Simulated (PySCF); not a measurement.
# C6H5BS2: runs on many settings

Aim: see how C6H5BS2 (`Bc1cc2sccc2s1`) answers to the choice of functional, basis, grid and SCF options.

The runs use PySCF 2.14.0, with density-fitted response routines of our own; the level of theory stands in each step. All values are computed, except where a source is named. Atoms are numbered from 0 throughout.

### 1 The starting structure

14 atoms, charge 0, multiplicity 1; geometry from: GFN2-xTB.

Bonds of the start (Å): B0–C1 1.52, C1–C2 1.38, C2–C3 1.40, C3–S4 1.73, S4–C5 1.73, C5–C6 1.36, C6–C7 1.41, C7–S8 1.72, S8–C1 1.77, C7–C3 1.40, B0–H9 1.17, B0–H10 1.17, C2–H11 1.07, C5–H12 1.07, C6–H13 1.07.

### 2 Nuclear shieldings: PBE0/pcSseg-1

The job: settings as JSON, then the geometry in Å.

```
{"job": {"kind": "nmr", "xc": "PBE0", "basis": "pcSseg-1"}, "charge": 0, "multiplicity": 1}
B     -3.156031     0.180721    -0.100009
C     -1.639357     0.101927    -0.066561
C     -0.837668    -0.513447     0.874515
C      0.524685    -0.391481     0.596409
S      1.990422    -0.918374     1.356536
C      2.922033    -0.174219     0.101671
C      2.175784     0.444483    -0.849242
C      0.798662     0.324367    -0.572030
S     -0.652954     0.848104    -1.326696
H     -3.766748    -0.327262     0.757366
H     -3.694899     0.742013    -0.971681
H     -1.238401    -1.029709     1.728020
H      3.991132    -0.245044     0.150469
H      2.582663     0.957449    -1.700932
```

Method: GIAO PBE0/pcSseg-1 NMR shielding, non-relativistic, gas phase.

The run is started by

```
$ OMP_NUM_THREADS=1 python probes_run.py task.json out
```

This one command runs all jobs of the session in turn.

Standard output:

```text
coarse grid: 13952 points
cycle   1  E = -1052.1130481629  dE =  1.786e+00  |g| = 3.179e-01  |ddm| = 4.229e+00
cycle   2  E = -1052.1009306791  dE =  1.212e-02  |g| = 3.833e-01  |ddm| = 8.660e-01
cycle   3  E = -1052.1419140064  dE = -4.098e-02  |g| = 1.001e-01  |ddm| = 5.244e-01
cycle   4  E = -1052.1442471692  dE = -2.333e-03  |g| = 3.913e-02  |ddm| = 1.253e-01
cycle   5  E = -1052.1446056513  dE = -3.585e-04  |g| = 1.499e-02  |ddm| = 6.154e-02
cycle   6  E = -1052.1446719668  dE = -6.632e-05  |g| = 3.879e-03  |ddm| = 2.193e-02
cycle   7  E = -1052.1446755551  dE = -3.588e-06  |g| = 1.523e-03  |ddm| = 5.795e-03
final grid: 128808 points
cycle   8  E = -1052.2024983499  dE = -2.017e-05  |g| = 1.057e-02  |ddm| = 4.153e-02
cycle   9  E = -1052.2024582379  dE =  4.011e-05  |g| = 1.606e-02  |ddm| = 2.842e-02
cycle  10  E = -1052.2025268414  dE = -6.860e-05  |g| = 1.495e-03  |ddm| = 1.938e-02
cycle  11  E = -1052.2025274539  dE = -6.125e-07  |g| = 5.004e-04  |ddm| = 2.362e-03
cycle  12  E = -1052.2025275214  dE = -6.744e-08  |g| = 9.606e-05  |ddm| = 5.880e-04
cycle  13  E = -1052.2025275234  dE = -2.065e-09  |g| = 3.992e-05  |ddm| = 1.257e-04
cycle  14  E = -1052.2025275238  dE = -3.472e-10  |g| = 1.765e-05  |ddm| = 6.437e-05
converged SCF energy = -1052.2025275238

GIAO shielding tensors (ppm)
atom      isotropic    diamagn.    paramagn.     s11        s22        s33       span
  0 B       39.222     189.902    -150.680     -7.930     -3.068    128.664    136.595
  1 C       24.748     258.700    -233.952    -49.992      5.106    119.129    169.121
  2 C       42.634     249.256    -206.621    -31.757     13.725    145.935    177.692
  3 C       38.366     264.008    -225.643     -8.535     16.978    106.654    115.190
  4 S      319.564    1055.832    -736.268    169.587    344.589    444.516    274.929
  5 C       43.302     262.950    -219.647    -45.774     45.762    129.919    175.693
  6 C       62.516     248.440    -185.923    -18.282     48.077    157.754    176.036
  7 C       24.086     263.437    -239.350    -33.106     -2.576    107.940    141.046
  8 S      282.101    1056.645    -774.545    142.178    288.287    415.836    273.658
  9 H       24.683      28.842      -4.159     20.163     25.871     28.014      7.851
 10 H       25.011      28.859      -3.848     20.108     25.814     29.110      9.002
 11 H       23.551      31.891      -8.340     19.491     24.913     26.249      6.758
 12 H       24.079      29.887      -5.808     20.658     24.708     26.870      6.212
 13 H       24.222      30.262      -6.040     19.909     25.732     27.025      7.116
```

Run time: 38 s. Hardware: 1 thread of Intel Xeon Platinum 8488C, shared host; peak memory 0.89 GiB.

Shifts follow as δ = σ(reference) − σ, with reference shieldings (ppm) from runs at the same level and on the same kind of geometry: ¹H TMS 31.72, ¹³C TMS 186.9, ¹¹B BF3·OEt2 100.1, ³³S CS2 504. The references are single molecules in the gas phase. Atoms listed in one row are averaged.

| atoms | environment | σ (ppm) | δ (ppm) | δ scaled to CDCl3 |
| --- | --- | --- | --- | --- |
| C7 | ring-fusion aromatic carbon | 24.1 | 162.8 | 152.6 |
| C1 | substituted aromatic carbon next to the ring sulfur | 24.7 | 162.2 | 152.0 |
| C3 | ring-fusion aromatic carbon | 38.4 | 148.6 | 138.7 |
| C2 | aromatic CH | 42.6 | 144.3 | 138.9 |
| C5 | aromatic CH next to the ring sulfur | 43.3 | 143.6 | 133.9 |
| C6 | aromatic CH | 62.5 | 124.4 | 119.5 |
| H11 | hydrogen on an aromatic CH | 23.55 | 8.17 | 7.80 |
| H12 | hydrogen on an aromatic CH next to the ring sulfur | 24.08 | 7.64 | 7.31 |
| H13 | hydrogen on an aromatic CH | 24.22 | 7.50 | 7.17 |
| H9, H10 | hydrogen on a boron bonded to C | 24.85 | 6.87 | – |
| B0 | boron bonded to C, 2 H | 39.2 | 60.8 | – |
| S8 | aromatic ring sulfur | 282 | 222 | – |
| S4 | aromatic ring sulfur | 320 | 184 | – |

The scaled column applies a straight-line fit of computed shieldings to shifts measured in CDCl3, with any fitted terms for Cl, Br or S neighbours (root-mean-square error 0.16 ppm for H, 1.9 ppm for C).

The run also stored atomic charges by several schemes (e):

| atoms | Mulliken | IAO | Hirshfeld | ESP fit |
| --- | --- | --- | --- | --- |
| B0 | 0.28 | -0.04 | 0.09 | 0.23 |
| C1 | -0.50 | -0.26 | -0.10 | -0.13 |
| C2 | 0.07 | -0.13 | -0.05 | -0.23 |
| C3 | -0.28 | -0.17 | -0.05 | 0.00 |
| S4 | 0.33 | 0.33 | 0.11 | 0.05 |
| C5 | -0.26 | -0.29 | -0.06 | -0.26 |
| C6 | 0.04 | -0.19 | -0.07 | -0.31 |
| C7 | -0.31 | -0.15 | -0.04 | 0.16 |
| S8 | 0.36 | 0.33 | 0.11 | -0.02 |

Mayer bond orders: B0–C1 1.07, C1–C2 1.49, C2–C3 1.28, C3–S4 1.08, S4–C5 1.14, C5–C6 1.59, C6–C7 1.21, C7–S8 1.15, S8–C1 1.08, C7–C3 1.33.

Ring of atoms C1, C2, C3, C7, S8: NICS(0) -10.2, NICS(1) -10.4, NICS(1)zz -23.3 ppm (means of both faces).

Ring of atoms C3, S4, C5, C6, C7: NICS(0) -10.7, NICS(1) -10.0, NICS(1)zz -22.0 ppm (means of both faces).

### 3 Excited states and response: PBE0/def2-SVPD

Same as in step 2 but for these lines:

```diff
@@ -1,2 +1,2 @@
-{"job": {"kind": "nmr", "xc": "PBE0", "basis": "pcSseg-1"}, "charge": 0, "multiplicity": 1}
+{"job": {"kind": "uv", "xc": "PBE0", "basis": "def2-SVPD", "nstates": 6, "ntriplets": 2}, "charge": 0, "multiplicity": 1}
 B     -3.156031     0.180721    -0.100009
```

Method: TDDFT PBE0/def2-SVPD, vertical, gas phase, core orbitals frozen in the response.

Standard output:

```text
coarse grid: 13952 points
cycle   1  E = -1051.7165096152  dE =  1.710e+00  |g| = 3.065e-01  |ddm| = 9.784e+00
cycle   2  E = -1051.7023911989  dE =  1.412e-02  |g| = 3.829e-01  |ddm| = 1.850e+00
cycle   3  E = -1051.7450970854  dE = -4.271e-02  |g| = 9.506e-02  |ddm| = 1.085e+00
cycle   4  E = -1051.7471767448  dE = -2.080e-03  |g| = 4.122e-02  |ddm| = 2.963e-01
cycle   5  E = -1051.7475928107  dE = -4.161e-04  |g| = 1.483e-02  |ddm| = 1.558e-01
cycle   6  E = -1051.7476614759  dE = -6.867e-05  |g| = 4.100e-03  |ddm| = 4.567e-02
cycle   7  E = -1051.7476657704  dE = -4.294e-06  |g| = 1.343e-03  |ddm| = 1.592e-02
final grid: 128808 points
cycle   8  E = -1051.8591599362  dE = -1.754e-05  |g| = 1.080e-02  |ddm| = 2.057e-01
cycle   9  E = -1051.8591131648  dE =  4.677e-05  |g| = 1.665e-02  |ddm| = 6.107e-02
cycle  10  E = -1051.8591916236  dE = -7.846e-05  |g| = 1.637e-03  |ddm| = 4.718e-02
cycle  11  E = -1051.8591923782  dE = -7.545e-07  |g| = 5.138e-04  |ddm| = 7.569e-03
cycle  12  E = -1051.8591924503  dE = -7.217e-08  |g| = 9.861e-05  |ddm| = 1.508e-03
cycle  13  E = -1051.8591924526  dE = -2.232e-09  |g| = 4.236e-05  |ddm| = 3.850e-04
cycle  14  E = -1051.8591924530  dE = -4.115e-10  |g| = 1.980e-05  |ddm| = 1.910e-04
converged SCF energy = -1051.8591924530

Static polarisability (au): isotropic 126.640, principal 69.259 120.239 190.422

Singlet excitations
state   eV       nm        f      main configurations
  1   3.8612    321.1   0.10204   H->L 0.80, H-1->L 0.18
  2   4.2579    291.2   0.38300   H-1->L 0.80, H->L 0.17
  3   5.3742    230.7   0.01326   H-2->L 0.81, H->L+1 0.12
  4   5.5103    225.0   0.00017   H-3->L 0.89
  5   5.5527    223.3   0.00001   H->L+2 0.83
  6   5.6256    220.4   0.05981   H->L+1 0.81, H-2->L 0.08

Triplet excitations (Tamm-Dancoff, eV): 2.6815 3.1630
```

Run time: 51 s. Hardware: 1 thread of Intel Xeon Platinum 8488C, shared host; peak memory 0.98 GiB.

Frontier orbitals and where they lie:

| orbital | eV | atoms |
| --- | --- | --- |
| HOMO−3 | -9.32 | B0 34 %, H9 21 %, S8 14 % |
| HOMO−2 | -8.56 | S4 17 %, S8 15 %, C7 15 % |
| HOMO−1 | -7.09 | C3 17 %, S8 15 %, S4 15 % |
| HOMO | -6.77 | S8 18 %, S4 15 %, C6 14 % |
| LUMO | -2.27 | B0 26 %, C1 13 %, C2 13 % |
| LUMO+1 | -0.35 | S4 18 %, C5 15 %, C3 14 % |
| LUMO+2 | 0.04 | S4 59 %, C3 9 %, C5 8 % |

With each of the 6 states as a Gaussian band of 0.4 eV half-width at 1/e, the curve within the window shown has maxima at 294 nm (ε 17,000), 222 nm (ε 2,800) L/(mol cm). Beyond the last state computed it falls off for lack of states. The curve at chosen wavelengths:

```csv
nm,ε (L/mol/cm)
209,1463
216,2496
223,2792
229,2348
236,1520
243,948
250,1073
257,2288
263,4415
270,8014
277,12044
284,15354
291,17058
297,17062
304,15692
311,13453
318,10940
325,8549
331,6746
338,4984
345,3585
352,2511
359,1712
365,1207
372,784
379,497
```

Further results of this job:

| property | computed |
| --- | --- |
| dipole moment (D) | 2.40 |
| polarisability (Å³) | 18.77 |
| HOMO–LUMO gap (eV) | 4.50 |
| −ε(HOMO) (eV) | 6.77 |

### 4 TDDFT and polarisability: KT2/def2-SVPD in methanol

Same as in step 3 but for these lines:

```diff
@@ -1,2 +1,2 @@
-{"job": {"kind": "uv", "xc": "PBE0", "basis": "def2-SVPD", "nstates": 6, "ntriplets": 2}, "charge": 0, "multiplicity": 1}
+{"job": {"kind": "uv", "xc": "KT2", "basis": "def2-SVPD", "solvent": "methanol", "nstates": 12, "ntriplets": 5, "tda": false}, "charge": 0, "multiplicity": 1}
 B     -3.156031     0.180721    -0.100009
```

Level: TDDFT KT2/def2-SVPD, vertical, IEF-PCM methanol (non-equilibrium linear response), core orbitals frozen in the response.

Standard output:

```text
coarse grid: 13952 points
cycle   1  E = -1063.2612399183  dE =  1.418e+00  |g| = 4.060e-01  |ddm| = 9.759e+00
cycle   2  E = -1063.1909265180  dE =  7.031e-02  |g| = 6.302e-01  |ddm| = 2.650e+00
cycle   3  E = -1063.3100167071  dE = -1.191e-01  |g| = 1.257e-01  |ddm| = 1.838e+00
cycle   4  E = -1063.3143031097  dE = -4.286e-03  |g| = 4.344e-02  |ddm| = 3.945e-01
cycle   5  E = -1063.3147486744  dE = -4.456e-04  |g| = 1.867e-02  |ddm| = 1.498e-01
cycle   6  E = -1063.3148531110  dE = -1.044e-04  |g| = 4.261e-03  |ddm| = 5.049e-02
cycle   7  E = -1063.3148579032  dE = -4.792e-06  |g| = 1.998e-03  |ddm| = 1.545e-02
final grid: 128808 points
cycle   8  E = -1063.4264274361  dE =  3.218e-05  |g| = 2.641e-02  |ddm| = 4.691e-01
cycle   9  E = -1063.4256105446  dE =  8.169e-04  |g| = 5.822e-02  |ddm| = 2.086e-01
cycle  10  E = -1063.4266156748  dE = -1.005e-03  |g| = 6.876e-03  |ddm| = 1.710e-01
cycle  11  E = -1063.4266303625  dE = -1.469e-05  |g| = 1.373e-03  |ddm| = 2.140e-02
cycle  12  E = -1063.4266308668  dE = -5.044e-07  |g| = 3.722e-04  |ddm| = 5.304e-03
cycle  13  E = -1063.4266309032  dE = -3.633e-08  |g| = 1.322e-04  |ddm| = 1.162e-03
cycle  14  E = -1063.4266309079  dE = -4.764e-09  |g| = 4.458e-05  |ddm| = 3.891e-04
cycle  15  E = -1063.4266309086  dE = -6.519e-10  |g| = 1.052e-05  |ddm| = 1.157e-04
converged SCF energy = -1063.4266309086

Static polarisability (au): isotropic 199.370, principal 103.161 187.043 307.906

Singlet excitations
state   eV       nm        f      main configurations
  1   3.2654    379.7   0.07643   H->L 0.80, H-1->L 0.16
  2   3.8734    320.1   0.44872   H-1->L 0.81, H->L 0.15
  3   4.6781    265.0   0.04732   H-2->L 0.81, H->L+1 0.12
  4   5.0660    244.7   0.00002   H->L+2 0.89, H-3->L 0.11
  5   5.1035    242.9   0.00014   H-3->L 0.89, H->L+2 0.11
  6   5.1257    241.9   0.07986   H->L+1 0.76, H-2->L 0.10
  7   5.3444    232.0   0.00037   H->L+3 0.99
  8   5.4162    228.9   0.01930   H-1->L+1 0.68, H-1->L+2 0.14, H-5->L 0.11
  9   5.4170    228.9   0.00343   H-1->L+2 0.83, H-1->L+1 0.12
 10   5.5357    224.0   0.00118   H-4->L 0.95
 11   5.6785    218.3   0.00000   H-1->L+3 0.99
 12   5.8020    213.7   0.00051   H-6->L 0.98

Triplet excitations (Tamm-Dancoff, eV): 2.5111 2.8841 4.0724 4.3144 4.6337
```

It took 44 s on 1 thread of Intel Xeon Platinum 8488C, shared host; peak memory 0.87 GiB.

Key values: HOMO -5.81 eV, LUMO -2.99 eV; lowest singlet 3.27 eV.

### 5 Excited states and response: B97-2/def2-SVPD

Same as in step 4 but for these lines:

```diff
@@ -1,2 +1,2 @@
-{"job": {"kind": "uv", "xc": "KT2", "basis": "def2-SVPD", "solvent": "methanol", "nstates": 12, "ntriplets": 5, "tda": false}, "charge": 0, "multiplicity": 1}
+{"job": {"kind": "uv", "xc": "B97-2", "basis": "def2-SVPD", "nstates": 1, "ntriplets": 5, "tda": false}, "charge": 0, "multiplicity": 1}
 B     -3.156031     0.180721    -0.100009
```

Level: TDDFT B97-2/def2-SVPD, vertical, gas phase, core orbitals frozen in the response.

Standard output:

```text
coarse grid: 13952 points
cycle   1  E = -1052.2794439709  dE =  1.640e+00  |g| = 3.028e-01  |ddm| = 9.782e+00
cycle   2  E = -1052.2617518154  dE =  1.769e-02  |g| = 3.931e-01  |ddm| = 1.934e+00
cycle   3  E = -1052.3071165321  dE = -4.536e-02  |g| = 1.002e-01  |ddm| = 1.124e+00
cycle   4  E = -1052.3095067274  dE = -2.390e-03  |g| = 4.148e-02  |ddm| = 3.115e-01
cycle   5  E = -1052.3099274478  dE = -4.207e-04  |g| = 1.576e-02  |ddm| = 1.616e-01
cycle   6  E = -1052.3100047148  dE = -7.727e-05  |g| = 4.506e-03  |ddm| = 4.729e-02
cycle   7  E = -1052.3100098924  dE = -5.178e-06  |g| = 1.471e-03  |ddm| = 1.715e-02
final grid: 128808 points
cycle   8  E = -1052.4140467799  dE = -2.763e-05  |g| = 4.381e-03  |ddm| = 2.371e-01
cycle   9  E = -1052.4140316031  dE =  1.518e-05  |g| = 8.493e-03  |ddm| = 4.427e-02
cycle  10  E = -1052.4140520551  dE = -2.045e-05  |g| = 8.723e-04  |ddm| = 2.726e-02
cycle  11  E = -1052.4140522401  dE = -1.850e-07  |g| = 2.900e-04  |ddm| = 2.967e-03
cycle  12  E = -1052.4140522600  dE = -1.995e-08  |g| = 1.262e-04  |ddm| = 1.014e-03
cycle  13  E = -1052.4140522651  dE = -5.089e-09  |g| = 3.447e-05  |ddm| = 4.069e-04
cycle  14  E = -1052.4140522655  dE = -3.349e-10  |g| = 1.159e-05  |ddm| = 1.071e-04
converged SCF energy = -1052.4140522655

Static polarisability (au): isotropic 126.503, principal 69.049 120.057 190.402

Singlet excitations
state   eV       nm        f      main configurations
  1   3.8393    322.9   0.10137   H->L 0.78, H-1->L 0.20

Triplet excitations (Tamm-Dancoff, eV): 2.7614 3.1978 4.2982 4.8186 5.1151
```

Wall time 41 s (1 thread of Intel Xeon Platinum 8488C, shared host); peak memory 0.97 GiB.

In short: HOMO -6.54 eV, LUMO -2.26 eV; lowest singlet 3.84 eV.

### 6 Excited states and response: PBE0/pcseg-1

Same as in step 5 but for these lines:

```diff
@@ -1,2 +1,2 @@
-{"job": {"kind": "uv", "xc": "B97-2", "basis": "def2-SVPD", "nstates": 1, "ntriplets": 5, "tda": false}, "charge": 0, "multiplicity": 1}
+{"job": {"kind": "uv", "xc": "PBE0", "basis": "pcseg-1", "nstates": 1, "ntriplets": 0, "tda": false}, "charge": 0, "multiplicity": 1}
 B     -3.156031     0.180721    -0.100009
```

Method: TDDFT PBE0/pcseg-1, vertical, gas phase, core orbitals frozen in the response.

Standard output:

```text
coarse grid: 13952 points
cycle   1  E = -1052.0938425393  dE =  1.794e+00  |g| = 2.819e-01  |ddm| = 4.689e+00
cycle   2  E = -1052.0835034694  dE =  1.034e-02  |g| = 3.492e-01  |ddm| = 8.723e-01
cycle   3  E = -1052.1192101102  dE = -3.571e-02  |g| = 9.278e-02  |ddm| = 5.578e-01
cycle   4  E = -1052.1212291858  dE = -2.019e-03  |g| = 3.696e-02  |ddm| = 1.328e-01
cycle   5  E = -1052.1215591620  dE = -3.300e-04  |g| = 1.362e-02  |ddm| = 6.557e-02
cycle   6  E = -1052.1216170313  dE = -5.787e-05  |g| = 3.706e-03  |ddm| = 2.332e-02
cycle   7  E = -1052.1216205293  dE = -3.498e-06  |g| = 1.228e-03  |ddm| = 5.920e-03
final grid: 128808 points
cycle   8  E = -1052.1815358441  dE = -1.537e-05  |g| = 1.029e-02  |ddm| = 4.795e-02
cycle   9  E = -1052.1814932770  dE =  4.257e-05  |g| = 1.590e-02  |ddm| = 3.307e-02
cycle  10  E = -1052.1815656550  dE = -7.238e-05  |g| = 1.526e-03  |ddm| = 2.166e-02
cycle  11  E = -1052.1815663252  dE = -6.702e-07  |g| = 4.535e-04  |ddm| = 2.514e-03
cycle  12  E = -1052.1815663804  dE = -5.521e-08  |g| = 8.577e-05  |ddm| = 5.871e-04
cycle  13  E = -1052.1815663821  dE = -1.737e-09  |g| = 3.599e-05  |ddm| = 1.357e-04
cycle  14  E = -1052.1815663824  dE = -2.883e-10  |g| = 1.709e-05  |ddm| = 6.926e-05
converged SCF energy = -1052.1815663824

Static polarisability (au): isotropic 113.954, principal 46.569 113.332 181.963

Singlet excitations
state   eV       nm        f      main configurations
  1   3.9196    316.3   0.12192   H->L 0.79, H-1->L 0.19
```

Wall time 19 s (1 thread of Intel Xeon Platinum 8488C, shared host); peak memory 0.78 GiB.

In short: HOMO -6.79 eV, LUMO -2.27 eV; lowest singlet 3.92 eV.

### 7 Side by side: electronic excitations

Excitations and ground-state properties, with basis size and wall time:

| run | lowest singlet (eV) | brightest (eV) | f | gap (eV) | α (Å³) | μ (D) | functions | time |
| --- | --- | --- | --- | --- | --- | --- | --- | --- |
| PBE0/def2-SVPD | 3.86 | 4.26 | 0.383 | 4.50 | 18.77 | 2.40 | 234 | 51 s |
| KT2/def2-SVPD in methanol | 3.27 | 3.87 | 0.449 | 2.82 | 29.54 | 3.82 | 234 | 44 s |
| B97-2/def2-SVPD | 3.84 | 3.84 | 0.101 | 4.28 | 18.75 | 2.37 | 234 | 41 s |
| PBE0/pcseg-1 | 3.92 | 3.92 | 0.122 | 4.52 | 16.89 | 2.33 | 159 | 19 s |

### 8 Summary of results

| quantity | value |
| --- | --- |
| ¹³C shifts against TMS (PBE0/pcSseg-1) | 162.8, 162.2, 148.6, 144.3, 143.6, 124.4 ppm |
| ¹H shifts against TMS (PBE0/pcSseg-1, means over atoms taken as alike) | 8.17, 7.64, 7.50, 6.87 ppm |
| ¹¹B shifts against BF3·OEt2 (PBE0/pcSseg-1) | 60.8 ppm |
| ³³S shifts against CS2 (PBE0/pcSseg-1) | 222, 184 ppm |
| lowest singlet (PBE0/def2-SVPD) | 3.86 eV (321 nm), f = 0.102 |
| brightest single state of those computed | state 2, 4.26 eV, f = 0.383 |
| lowest triplet | 2.68 eV |
| range of the lowest singlet | 3.27 to 3.92 eV |

Single values in the summary come from the first run of each kind that ended normally (PBE0/pcSseg-1; PBE0/def2-SVPD), which need not be the best level. NICS(1)zz of -23 ppm above the planar ring from C1 marks a diatropic (aromatic) ring current. NICS(1)zz of -22 ppm above the planar ring from C3 marks a diatropic (aromatic) ring current. The lowest singlet, at 3.86 eV, is HOMO→LUMO 0.80, HOMO−1→LUMO 0.18 and is bright; of the 6 states computed, the strongest absorption comes from state 2 at 4.26 eV. The lowest triplet lies 1.18 eV below the lowest singlet (triplets in Tamm-Dancoff, singlets in full TDDFT). The lowest singlet runs from 3.27 eV (KT2/def2-SVPD in methanol) to 3.92 eV (PBE0/pcseg-1), while the orbital gap spans 2.82 to 4.52 eV. The lowest state need not be the same one in every run. The runs solved for a few states only, so the brightest column depends on that window.
